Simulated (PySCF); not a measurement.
# C6H7N: electronic excitations

What electronic excitations should C6H7N (`C=C=C(C)CC#N`) show?

Computed with PySCF 2.14.0, with density-fitted response routines of our own, on a single molecule in the gas phase. Atoms count from 0, in the outputs and in this text.

**1. The starting structure**

14 atoms, charge 0, multiplicity 1; geometry from: GFN2-xTB.

Bonds of the start (Å): C0–C1 1.29, C1–C2 1.30, C2–C3 1.50, C2–C4 1.52, C4–C5 1.44, C5–N6 1.14, C0–H7 1.08, C0–H8 1.08, C3–H9 1.09, C3–H10 1.09, C3–H11 1.09, C4–H12 1.09, C4–H13 1.09.

**2. TDDFT and polarisability: B3LYP/def2-SVPD**

What the job is given:

```
{"job": {"kind": "uv", "xc": "B3LYP", "basis": "def2-SVPD", "nstates": 8, "ntriplets": 3}, "charge": 0, "multiplicity": 1}
C      2.533535     0.296628    -0.265917
C      1.269000     0.036252    -0.178244
C     -0.002919    -0.220459    -0.107201
C     -0.565673    -1.453175     0.539468
C     -1.025356     0.752835    -0.667165
C     -1.709225     1.410260     0.418292
N     -2.235291     1.913453     1.299849
H      3.054783     0.843369     0.504250
H      3.124683    -0.023296    -1.109986
H     -1.104802    -2.051283    -0.196449
H      0.228029    -2.058213     0.969328
H     -1.264774    -1.173387     1.327888
H     -0.539542     1.511914    -1.285393
H     -1.763126     0.214631    -1.270887
```

Level: TDDFT B3LYP/def2-SVPD, vertical, gas phase, core orbitals frozen in the response.

Command:

```console
OMP_NUM_THREADS=1 python probes_run.py task.json out
```

The driver reads the jobs from task.json and runs them one after another.

What will the session give for the following? lowest singlet (B3LYP/def2-SVPD); brightest single state of those computed; lowest triplet. Wanted: lowest singlet; brightest single state of those computed; lowest triplet.

**Answer**, as computed:

| quantity | value |
| --- | --- |
| lowest singlet (B3LYP/def2-SVPD) | 5.62 eV (221 nm), f = 0.002 |
| brightest single state of those computed | state 7, 7.41 eV, f = 0.375 |
| lowest triplet | 4.62 eV |

**Reading.** The first singlet state (HOMO→LUMO 0.71, HOMO→LUMO+1 0.24) lies at 5.62 eV and is weak; of the 8 states computed, the strongest absorption comes from state 7 at 7.41 eV. The lowest triplet lies 1.00 eV below the lowest singlet (triplets in Tamm-Dancoff, singlets in full TDDFT).
